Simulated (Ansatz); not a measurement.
# HfB (Fm-3m) in Ansatz: further runs, part 2 of 2

Ansatz 0.2.0. The steps go on from the part before.

## (4) Relaxation of cell and atoms, PBEsol, target pressure 10 GPa, at which the enthalpy is minimised

Contents of input.yaml:

```yaml
crystal:
  lattice:
    - [0.0, 2.31, 2.31]
    - [2.31, 0.0, 2.31]
    - [2.31, 2.31, 0.0]
  atoms:
    - { symbol: Hf, position: [0.5, 0.5, 0.5] }
    - { symbol: B, position: [0.0, 0.0, 0.0] }
kpoints:
  mp_grid: { grid: [10, 10, 10] }
scf:
  occupations: { method: fermi_dirac, width: 0.05 }
hamiltonian:
  xc: pbesol
  pseudopotentials: { kind: all_electron, lapw: { basis_error: 0.001 } }
output:
  forces: true
  stress: true
relax:
  f_tol: 0.01
  max_steps: 60
  cell: { p_target: 10 }
```

Potentials or basis: all-electron LAPW, scalar-relativistic.

On the command line:

```
> ansatz run input.yaml --threads 1 --pin off --max-ram 3072MiB --backend cpu --events-out ev --progress --plain --runs-dir out
```

The program printed:

```text
Warning: RAYON_NUM_THREADS=1 ignored (pool sized by the plan → 1); use --threads N
The last accepted step is kept in <dir> (removed where the run ends without a failure and the disk answers)
LAPW: plane waves up to 8.902 Å⁻¹, error target 1.0e-3 eV per atom; small_component_spin mean_spin; B in spheres of 0.871 Å, 5 of its electrons in bands, Dirac shells []; Hf in spheres of 1.370 Å, 42 of its electrons in bands, Dirac shells [] (how accurate: hamiltonian.pseudopotentials.lapw.basis_error, Limitations)
Engine: ansatz 0.2.0, aarch64-unknown-linux-gnu
Pseudopotentials: kind: all_electron
Pseudopotential: Hf, LAPW, valence charge 42, lapw/all_electron/scalar/gaussian/Hf, Koelling and Harmon's equation, gaussian nucleus
Pseudopotential: B, LAPW, valence charge 5, lapw/all_electron/scalar/gaussian/B, Koelling and Harmon's equation, gaussian nucleus
Functional definition: PBEsol
  exchange = pbesol_x
  correlation = pbesol_c
Crystal: 2 atoms, lattice volume = 24.653 Å³
Basis set: ecut = 301.9511015118183 eV, 283 PW (Γ), exchange–correlation at level 2
Bands: 29, of which v1, the nominal top of the filled ones, is band 24 counted from 1 (23 counted from 0)
Symmetry: 48 space group operations
Space group: Fm-3m (ITA 225), of the structure as read, at distance tolerance 2.9e-5 Å
k-points: 47 of 1000
Non-local potential: Hf, projectors of the file, none
Non-local potential: B, projectors of the file, none
Initial density: superposition of atomic densities (chi_scale 0.1, normalization cell, long waves kept (reshape's long-wave potential 0.00 eV rms))
Initial wavefunctions: plane waves of lowest kinetic energy (no species holds an atomic orbital)
Functional: x = pbesol(κ = 0.804, μ = 0.12345679012345678), c = pbesol(β = 0.046)
iter 1 solved again at ethr=4.58e-3 eV; its pass at ethr=1.00e-1 eV (dr2=2.15e0 eV) is discarded
SCF iter   1: F=—  HF=-410801.460149 eV  |F-HF|=—  |Δ(HF+E_count)|=         —  Δρ=7.84e-2  dr2=2.15e0  ethr=4.58e-3  ⟨swp⟩=2.0  Hψ=8268  notcnv=0
preconditioner: auto → none  [insulator: Δε(μ)=0.180 eV  Ē_g=18.028 eV  σ=0.050 eV  W_gap=0.70  n_scr=14 (ndim 8)  ℏωp=38.9 eV  f_vac=0.000  D(μ)=0.70/eV (n_scr^D=0)  ε∞_Penn≈5.6]
iter 2 solved again at ethr=2.22e-4 eV; its pass at ethr=4.58e-3 eV (dr2=1.04e-1 eV) is discarded
SCF iter   2: F=—  HF=-410800.709603 eV  |F-HF|=—  |Δ(HF+E_count)|=   7.51e-1  Δρ=1.94e-2  dr2=1.04e-1  ethr=2.22e-4  ⟨swp⟩=2.0  Hψ=7097  notcnv=0
SCF iter   3: F=—  HF=-410800.563638 eV  |F-HF|=—  |Δ(HF+E_count)|=   1.46e-1  Δρ=6.26e-3  dr2=5.18e-3  ethr=2.22e-4  ⟨swp⟩=2.9  Hψ=4292  notcnv=0
SCF iter   4: F=—  HF=-410800.558302 eV  |F-HF|=—  |Δ(HF+E_count)|=         —  Δρ=3.73e-3  dr2=1.49e-3  ethr=1.10e-5  ⟨swp⟩=2.0  Hψ=3918  notcnv=0
the basis was enlarged: its passes take 538.9 KiB over the memory plan, 1 of 1 planned eigensolver slots
SCF iter   5: F=—  HF=-410800.558431 eV  |F-HF|=—  |Δ(HF+E_count)|=   1.29e-4  Δρ=4.29e-4  dr2=3.03e-5  ethr=3.18e-6  ⟨swp⟩=2.0  Hψ=3918  notcnv=0
SCF iter   6: F=—  HF=-410800.558437 eV  |F-HF|=—  |Δ(HF+E_count)|=   5.74e-6  Δρ=4.38e-5  dr2=1.89e-7  ethr=6.46e-8  ⟨swp⟩=2.7  Hψ=3967  notcnv=0
SCF iter   7: F=-410800.558437 eV  HF=-410800.558437 eV  |F-HF|=3.96e-9  |Δ(HF+E_count)|=   1.89e-7  Δρ=5.79e-6  dr2=7.35e-9  ethr=4.01e-10  ⟨swp⟩=2.1  Hψ=3926  notcnv=0
SCF 1 converged in 7 iterations: F = -410800.558437 eV  dr2 = 7.35e-9
relax step   1: F+E_penalty+E_count = -410800.55843690 eV  Δ(F+E_penalty+E_count) = +0.000e0 eV  max|allowed force component| = 9.532e-31 eV/Å  Δτ_max = 0.0000 Å  P = +23.252 GPa  Ω = 24.653 Å³  (7 SCF iters, accepted)
Crystal: 2 atoms, lattice volume = 26.983 Å³
Basis set: ecut = 284.30753338703573 eV, 283 PW (Γ), exchange–correlation at level 2
[... 9 lines left out ...]
SCF iter   6: F=—  HF=-410800.739472 eV  |F-HF|=—  |Δ(HF+E_count)|=   5.94e-8  Δρ=4.72e-5  dr2=9.05e-7  ethr=1.86e-8  ⟨swp⟩=2.0  Hψ=3918  notcnv=0
iter 7 solved again at ethr=2.09e-11 eV; its pass at ethr=1.93e-9 eV (dr2=9.84e-9 eV) is discarded
SCF iter   7: F=-410800.739472 eV  HF=-410800.739472 eV  |F-HF|=1.04e-8  |Δ(HF+E_count)|=   6.53e-8  Δρ=6.59e-6  dr2=9.86e-9  ethr=2.09e-11  ⟨swp⟩=2.0  Hψ=6661  notcnv=0
SCF 2 converged in 7 iterations: F = -410800.739472 eV  dr2 = 9.86e-9
relax step   2: F+E_penalty+E_count = -410800.73947162 eV  Δ(F+E_penalty+E_count) = -1.810e-1 eV  max|allowed force component| = 5.752e-31 eV/Å  Δτ_max = 0.0000 Å  P = +3.048 GPa  Ω = 26.983 Å³  (7 SCF iters, accepted)
Crystal: 2 atoms, lattice volume = 26.133 Å³
Basis set: ecut = 290.4383282947826 eV, 283 PW (Γ), exchange–correlation at level 2
iter 1 solved again at ethr=2.53e-7 eV; its pass at ethr=1.00e-1 eV (dr2=1.19e-4 eV) is discarded
SCF iter   1: F=—  HF=-410800.706871 eV  |F-HF|=—  |Δ(HF+E_count)|=         —  Δρ=8.05e-4  dr2=1.23e-4  ethr=2.53e-7  ⟨swp⟩=4.0  Hψ=7376  notcnv=0
preconditioner: auto → Kerker (q_TF=auto, 3.009 Å⁻¹)  [metal: Δε(μ)=0.015 eV  Ē_g=18.841 eV  σ=0.050 eV  W_gap=0.07  n_scr=14 (ndim 8)  ℏωp=37.7 eV  f_vac=0.000  D(μ)=1.67/eV (n_scr^D=14)]
[... 9 lines left out ...]
Crystal: 2 atoms, lattice volume = 26.064 Å³
Basis set: ecut = 290.95047317590183 eV, 283 PW (Γ), exchange–correlation at level 2
iter 1 solved again at ethr=7.65e-10 eV; its pass at ethr=1.00e-1 eV (dr2=3.59e-7 eV) is discarded
SCF iter   1: F=—  HF=-410800.702529 eV  |F-HF|=—  |Δ(HF+E_count)|=         —  Δρ=6.70e-5  dr2=8.56e-7  ethr=7.65e-10  ⟨swp⟩=5.0  Hψ=7477  notcnv=0
preconditioner: auto → Kerker (q_TF=auto, 3.010 Å⁻¹)  [metal: Δε(μ)=0.018 eV  Ē_g=18.852 eV  σ=0.050 eV  W_gap=0.09  n_scr=14 (ndim 8)  ℏωp=37.8 eV  f_vac=0.000  D(μ)=1.66/eV (n_scr^D=14)]
SCF iter   2: F=—  HF=-410800.702529 eV  |F-HF|=—  |Δ(HF+E_count)|=   6.76e-7  Δρ=4.41e-5  dr2=4.25e-7  ethr=7.65e-10  ⟨swp⟩=2.0  Hψ=3918  notcnv=0
SCF iter   3: F=—  HF=-410800.702529 eV  |F-HF|=—  |Δ(HF+E_count)|=   2.06e-7  Δρ=2.84e-5  dr2=2.06e-7  ethr=7.65e-10  ⟨swp⟩=2.0  Hψ=3918  notcnv=0
SCF iter   4: F=-410800.702528 eV  HF=-410800.702528 eV  |F-HF|=5.53e-9  |Δ(HF+E_count)|=   1.22e-7  Δρ=1.23e-5  dr2=4.43e-8  ethr=4.39e-10  ⟨swp⟩=2.0  Hψ=3918  notcnv=0
SCF 4 converged in 4 iterations: F = -410800.702528 eV  dr2 = 4.43e-8
relax step   4: F+E_penalty+E_count = -410800.70252848 eV  Δ(F+E_penalty+E_count) = +4.194e-3 eV  max|allowed force component| = 3.944e-31 eV/Å  Δτ_max = 0.0000 Å  P = +10.025 GPa  Ω = 26.064 Å³  (4 SCF iters, accepted)
iter 1 solved again at ethr=6.86e-11 eV; its pass at ethr=1.00e-1 eV (dr2=3.22e-8 eV) is discarded
SCF iter   1: F=—  HF=-410800.702528 eV  |F-HF|=—  |Δ(HF+E_count)|=         —  Δρ=1.05e-5  dr2=2.67e-8  ethr=6.86e-11  ⟨swp⟩=3.8  Hψ=6891  notcnv=0
preconditioner: auto → Kerker (q_TF=auto, 3.010 Å⁻¹)  [metal: Δε(μ)=0.018 eV  Ē_g=18.853 eV  σ=0.050 eV  W_gap=0.09  n_scr=14 (ndim 8)  ℏωp=37.8 eV  f_vac=0.000  D(μ)=1.66/eV (n_scr^D=14)]
SCF iter   2: F=-410800.702528 eV  HF=-410800.702528 eV  |F-HF|=2.21e-9  |Δ(HF+E_count)|=   2.55e-8  Δρ=7.07e-6  dr2=1.30e-8  ethr=5.68e-11  ⟨swp⟩=2.0  Hψ=3918  notcnv=0
SCF 5 converged in 2 iterations: F = -410800.702528 eV  dr2 = 1.30e-8
relax step   5: F+E_penalty+E_count = -410800.70252789 eV  Δ(F+E_penalty+E_count) = +5.966e-7 eV  max|allowed force component| = 3.123e-31 eV/Å  Δτ_max = 0.0000 Å  P = +10.025 GPa  Ω = 26.064 Å³  stress off target by 2.52e-2 GPa  SCF on the basis re-selected at this cell (its energy is not comparable with the rows above)  (2 SCF iters)
basis re-selected at this cell: Δ(F+E_penalty+E_count) = +5.966e-7 eV, ΔP = +0.000 GPa vs the last step (what re-selecting the basis moved, after the strain that the cell walked since its last selection, with what the two solves' SCF thresholds leave and, on support functions, any second-order correction that the steps lacked; it is no measure of the basis error at this ecutwfc). This SCF's stress stands 2.52e-2 GPa from its target on what of the cell is left free (relax.cell.stress_tol is 5.00e-2 GPa) and its largest allowed force component is 3.12e-31 eV/Å (relax.f_tol is 1.00e-2 eV/Å): within both
SCF converged after 2 iterations
Free energy (F): -410800.702528 eV
Harris-Foulkes:  -410800.702528 eV  (|F-HF|=2.21e-9)
Internal energy: -410800.689718 eV  (E = F + TS)
E sigma→0 (E₀):  -410800.696123 eV
Entropy (-TS):   -0.012810 eV (-6.405 meV/atom)
Fermi energy:    18.735232 eV
--- Per-component energies (eV) ---
  E_band       = -4134.318994
  E_kinetic    = 456977.309560
  E_xc         = -8399.717819
  E_electrostatic = -859378.281458  (all electrons and nuclei)
  E_smearing   = -0.012810  (= −TS)
  E_closure    = 0.000000  (closes the sum)
  E_atoms      = -410784.893067  (free atoms, spherical and without spin; not in F)
  Σ components = -410800.702528   (vs F -410800.702528, Δ=0.00e0)
  Basis errors (estimates in eV, not in F): energy 4.2e-4 per atom: plane waves 3.8e-4 (2.1e-4 summed), levels above the bands 1.2e-37, relativity 2.6e-8, radial functions 4.2e-5, core shells 6.1e-8; eigenvalues (radial functions only) 1.6e-6; not estimated: angular momenta, meshes, grids; target (lapw.basis_error) 1.0e-3; muffin-tin radii B 0.887 Å, Hf 1.395 Å
--- Forces (eV/Å), atoms counted from 1 ---
  atom   1  Hf     0.00000000    -0.00000000     0.00000000
  atom   2  B     -0.00000000     0.00000000    -0.00000000
  max |Σ_I F_I| component: 5.42e-31 eV/Å
--- Stress (GPa, compression-positive) ---
       10.025197      -0.000000       0.000000
       -0.000000      10.025197      -0.000000
        0.000000      -0.000000      10.025197
  P = ⅓ Tr σ = 10.0252 GPa (100.252 kbar)
--- Relaxed structure (4 steps of the walk, 4 accepted, 1 SCFs on fresh bases) ---
  F+E_penalty+E_count = -410800.70252789 eV   max|allowed force component| = 3.123e-31 eV/Å   (the final SCF, on the basis selected at the relaxed cell)
  cell:  # Å, volume = 26.0641 Å³
    - [6.623983642764269e-34, 2.3532645637251877, 2.3532645637251877]
    - [2.3532645637251877, -2.038148813158236e-34, 2.3532645637251877]
    - [2.3532645637251877, 2.3532645637251877, 1.0700281269080738e-33]
  atoms:
    - { symbol: Hf, position: [0.5, 0.5, 0.5] }
    - { symbol: B, position: [-1.736949805538999e-36, 6.079324319396974e-36, 9.553223930487225e-36] }
```

Wall time 33 s (1 thread of Arm Neoverse V2, shared host); peak memory 0.33 GiB.

Results:

| Property | Result |
| --- | --- |
| Free energy | -410800.7025 eV |
| Relaxed volume | 13.03 Å³/atom |
| Relaxed cell | a = 3.328 Å, b = 3.328 Å, c = 3.328 Å, α = 60.00°, β = 60.00°, γ = 60.00° |
| Space group after relaxing (to 0.05 Å) | Fm-3m (No. 225) |
| Energy change on relaxing (the enthalpy is what falls) | -72.0 meV/atom |
| Ionic steps | 5 |
| Pressure after relaxing | 10.0 GPa |

The path:
```
step  energy change (eV)  largest force (eV/Å)  volume (Å³)
   1              0.0000                0.0000        24.65
   2             -0.1810                0.0000        26.98
   3             -0.1483                0.0000        26.13
   4             -0.1441                0.0000        26.06
   5             -0.1441                0.0000        26.06
```

Final structure:
```cif
data_structure
_symmetry_space_group_name_H-M 'P 1'
_symmetry_Int_Tables_number 1
_cell_length_a 3.3280
_cell_length_b 3.3280
_cell_length_c 3.3280
_cell_angle_alpha 60.000
_cell_angle_beta 60.000
_cell_angle_gamma 60.000
_cell_volume 26.06
loop_
_atom_site_label
_atom_site_type_symbol
_atom_site_fract_x
_atom_site_fract_y
_atom_site_fract_z
_atom_site_occupancy
Hf1 Hf 0.50000 0.50000 0.50000 1
B1 B 0.00000 0.00000 0.00000 1
```

The run has no spin-orbit coupling, so splittings on Hf are missing. Zero-point motion and thermal expansion aren't in these numbers.

## (5) Relaxation of cell and atoms, PBEsol, target pressure 20 GPa, at which the enthalpy is minimised

Changes to input.yaml since step 4:

```diff
@@ -21,2 +21,2 @@
   max_steps: 60
-  cell: { p_target: 10 }
+  cell: { p_target: 20 }
```

On the command line:

```
> ansatz run input.yaml --threads 1 --pin off --max-ram 3072MiB --backend cpu --events-out ev --progress --plain --runs-dir out
```

It took 25 s on 1 thread of Arm Neoverse V2, shared host; peak memory 0.33 GiB.

Results (log left out):

- Free energy: -410800.6014 eV
- Relaxed volume: 12.49 Å³/atom
- Relaxed cell: a = 3.281 Å, b = 3.281 Å, c = 3.281 Å, α = 60.00°, β = 60.00°, γ = 60.00°
- Space group after relaxing (to 0.05 Å): Fm-3m (No. 225)
- Energy change on relaxing (the enthalpy is what falls): -21.5 meV/atom
- Ionic steps: 4
- Pressure after relaxing: 20.0 GPa

Step by step:
```
step  energy change (eV)  largest force (eV/Å)  volume (Å³)
   1              0.0000                0.0000        24.65
   2             -0.0711                0.0000        25.21
   3             -0.0430                0.0000        24.97
   4             -0.0430                0.0000        24.97
```

Final structure:
```
Hf B
1.0
     0.00000    2.31992    2.31992
     2.31992    0.00000    2.31992
     2.31992    2.31992    0.00000
Hf B
1 1
Direct
  0.50000 0.50000 0.50000
  0.00000 0.00000 0.00000
```

## (6) Relaxation of cell and atoms, PBEsol, target pressure 30 GPa, at which the enthalpy is minimised

Changes to input.yaml since step 5:

```diff
@@ -21,2 +21,2 @@
   max_steps: 60
-  cell: { p_target: 20 }
+  cell: { p_target: 30 }
```

Potentials or basis: all-electron LAPW, scalar-relativistic.

On the command line:

```
> ansatz run input.yaml --threads 1 --pin off --max-ram 3072MiB --backend cpu --events-out ev --progress --plain --runs-dir out
```

The program printed:

```text
Warning: RAYON_NUM_THREADS=1 ignored (pool sized by the plan → 1); use --threads N
[... 1 set-up line as earlier in the session ...]
LAPW: plane waves up to 8.902 Å⁻¹, error target 1.0e-3 eV per atom; small_component_spin mean_spin; B in spheres of 0.871 Å, 5 of its electrons in bands, Dirac shells []; Hf in spheres of 1.370 Å, 42 of its electrons in bands, Dirac shells [] (how accurate: hamiltonian.pseudopotentials.lapw.basis_error, Limitations)
[... 7 set-up lines as earlier in the session ...]
Crystal: 2 atoms, lattice volume = 24.653 Å³
Basis set: ecut = 301.9511015118183 eV, 283 PW (Γ), exchange–correlation at level 2
Bands: 29, of which v1, the nominal top of the filled ones, is band 24 counted from 1 (23 counted from 0)
[... 2 set-up lines as earlier in the session ...]
k-points: 47 of 1000
[... 5 set-up lines as earlier in the session ...]
iter 1 solved again at ethr=4.58e-3 eV; its pass at ethr=1.00e-1 eV (dr2=2.15e0 eV) is discarded
SCF iter   1: F=—  HF=-410801.460149 eV  |F-HF|=—  |Δ(HF+E_count)|=         —  Δρ=7.84e-2  dr2=2.15e0  ethr=4.58e-3  ⟨swp⟩=2.0  Hψ=8268  notcnv=0
preconditioner: auto → none  [insulator: Δε(μ)=0.180 eV  Ē_g=18.028 eV  σ=0.050 eV  W_gap=0.70  n_scr=14 (ndim 8)  ℏωp=38.9 eV  f_vac=0.000  D(μ)=0.70/eV (n_scr^D=0)  ε∞_Penn≈5.6]
iter 2 solved again at ethr=2.22e-4 eV; its pass at ethr=4.58e-3 eV (dr2=1.04e-1 eV) is discarded
SCF iter   2: F=—  HF=-410800.709603 eV  |F-HF|=—  |Δ(HF+E_count)|=   7.51e-1  Δρ=1.94e-2  dr2=1.04e-1  ethr=2.22e-4  ⟨swp⟩=2.0  Hψ=7097  notcnv=0
SCF iter   3: F=—  HF=-410800.563638 eV  |F-HF|=—  |Δ(HF+E_count)|=   1.46e-1  Δρ=6.26e-3  dr2=5.18e-3  ethr=2.22e-4  ⟨swp⟩=2.9  Hψ=4292  notcnv=0
[... 44 lines left out ...]
iter 1 solved again at ethr=3.55e-11 eV; its pass at ethr=1.00e-1 eV (dr2=1.67e-8 eV) is discarded
SCF iter   1: F=—  HF=-410800.458858 eV  |F-HF|=—  |Δ(HF+E_count)|=         —  Δρ=8.93e-6  dr2=1.40e-8  ethr=3.55e-11  ⟨swp⟩=3.0  Hψ=6650  notcnv=0
preconditioner: auto → Kerker (q_TF=auto, 3.051 Å⁻¹)  [metal: Δε(μ)=0.084 eV  Ē_g=19.160 eV  σ=0.050 eV  W_gap=0.39  n_scr=14 (ndim 8)  ℏωp=39.3 eV  f_vac=0.000  D(μ)=1.09/eV (n_scr^D=14)]
SCF iter   2: F=-410800.458858 eV  HF=-410800.458858 eV  |F-HF|=2.56e-8  |Δ(HF+E_count)|=   2.92e-8  Δρ=6.60e-6  dr2=1.02e-8  ethr=2.98e-11  ⟨swp⟩=2.0  Hψ=3920  notcnv=0
SCF 5 converged in 2 iterations: F = -410800.458858 eV  dr2 = 1.02e-8
relax step   5: F+E_penalty+E_count = -410800.45885786 eV  Δ(F+E_penalty+E_count) = -2.534e-7 eV  max|allowed force component| = 9.138e-30 eV/Å  Δτ_max = 0.0000 Å  P = +29.994 GPa  Ω = 24.052 Å³  stress off target by 6.06e-3 GPa  SCF on the basis re-selected at this cell (its energy is not comparable with the rows above)  (2 SCF iters)
basis re-selected at this cell: Δ(F+E_penalty+E_count) = -2.534e-7 eV, ΔP = -0.001 GPa vs the last step (what re-selecting the basis moved, after the strain that the cell walked since its last selection, with what the two solves' SCF thresholds leave and, on support functions, any second-order correction that the steps lacked; it is no measure of the basis error at this ecutwfc). This SCF's stress stands 6.06e-3 GPa from its target on what of the cell is left free (relax.cell.stress_tol is 5.00e-2 GPa) and its largest allowed force component is 9.14e-30 eV/Å (relax.f_tol is 1.00e-2 eV/Å): within both
SCF converged after 2 iterations
Free energy (F): -410800.458858 eV
Harris-Foulkes:  -410800.458858 eV  (|F-HF|=2.56e-8)
Internal energy: -410800.449735 eV  (E = F + TS)
E sigma→0 (E₀):  -410800.454296 eV
Entropy (-TS):   -0.009123 eV (-4.561 meV/atom)
Fermi energy:    20.428868 eV
--- Per-component energies (eV) ---
  E_band       = -4040.969586
  E_kinetic    = 456985.828216
  E_xc         = -8401.636172
  E_electrostatic = -859384.641779  (all electrons and nuclei)
  E_smearing   = -0.009123  (= −TS)
  E_closure    = 0.000000  (closes the sum)
  E_atoms      = -410784.893067  (free atoms, spherical and without spin; not in F)
  Σ components = -410800.458858   (vs F -410800.458858, Δ=0.00e0)
  Basis errors (estimates in eV, not in F): energy 4.4e-4 per atom: plane waves 4.0e-4 (2.2e-4 summed), levels above the bands 4.6e-40, relativity 2.9e-8, radial functions 3.1e-5, core shells 1.4e-7; eigenvalues (radial functions only) 1.9e-6; not estimated: angular momenta, meshes, grids; target (lapw.basis_error) 1.0e-3; muffin-tin radii B 0.864 Å, Hf 1.358 Å
--- Forces (eV/Å), atoms counted from 1 ---
  atom   1  Hf     0.00000000    -0.00000000     0.00000000
  atom   2  B     -0.00000000     0.00000000     0.00000000
  max |Σ_I F_I| component: 1.43e-29 eV/Å
--- Stress (GPa, compression-positive) ---
       29.993937       0.000000      -0.000000
        0.000000      29.993937       0.000000
       -0.000000       0.000000      29.993937
  P = ⅓ Tr σ = 29.9939 GPa (299.939 kbar)
--- Relaxed structure (4 steps of the walk, 4 accepted, 1 SCFs on fresh bases) ---
  F+E_penalty+E_count = -410800.45885786 eV   max|allowed force component| = 9.138e-30 eV/Å   (the final SCF, on the basis selected at the relaxed cell)
  cell:  # Å, volume = 24.0521 Å³
    - [1.5923037602798717e-33, 2.291084663869168, 2.291084663869168]
    - [2.291084663869168, 2.5476860164477955e-34, 2.291084663869168]
    - [2.291084663869168, 2.291084663869168, -4.203681927138863e-34]
  atoms:
    - { symbol: Hf, position: [0.49999999999999994, 0.49999999999999994, 0.49999999999999994] }
    - { symbol: B, position: [1.0855936284657274e-36, -1.4112717170050442e-36, -5.319408779479926e-36] }
```

It took 31 s on 1 thread of Arm Neoverse V2, shared host; peak memory 0.33 GiB.

What came out:

```yaml
Free_energy: -410800.4589 eV
Relaxed_volume: 12.03 Å³/atom
Relaxed_cell: a = 3.240 Å, b = 3.240 Å, c = 3.240 Å, α = 60.00°, β = 60.00°, γ = 60.00°
Space_group_after_relaxing_to_0.05_Å: Fm-3m (No. 225)
Energy_change_on_relaxing_the_enthalpy_is_what_falls: +49.8 meV/atom
Ionic_steps: 5
Pressure_after_relaxing: 30.0 GPa
```

The path:
```tsv
step	energy change (eV)	largest force (eV/Å)	volume (Å³)
1	0.0000	0.0000	24.65
2	0.2101	0.0000	23.52
3	0.0966	0.0000	24.07
4	0.0996	0.0000	24.05
5	0.0996	0.0000	24.05
```

Final structure:
```
CELL_PARAMETERS angstrom
0.00000 2.29108 2.29108
2.29108 0.00000 2.29108
2.29108 2.29108 0.00000
ATOMIC_POSITIONS crystal
Hf 0.50000 0.50000 0.50000
B 0.00000 0.00000 0.00000
```

Spin-orbit coupling is left out, which matters for the levels of Hf.

## (7) Summary

```tsv
cell	pressure (GPa)
relaxed	0.0
relaxed to 5 GPa	5.0
relaxed to 10 GPa	10.0
relaxed to 20 GPa	20.0
relaxed to 30 GPa	30.0
```

Alike in all rows: task relaxation of cell and atoms; level PBEsol; potentials or basis all-electron LAPW, scalar-relativistic; no spin polarisation; k mesh 10 × 10 × 10; smearing fermi-dirac 0.05 eV; basis error allowed 0.001 eV/atom.

Compare energies only between runs with the same functional and basis.
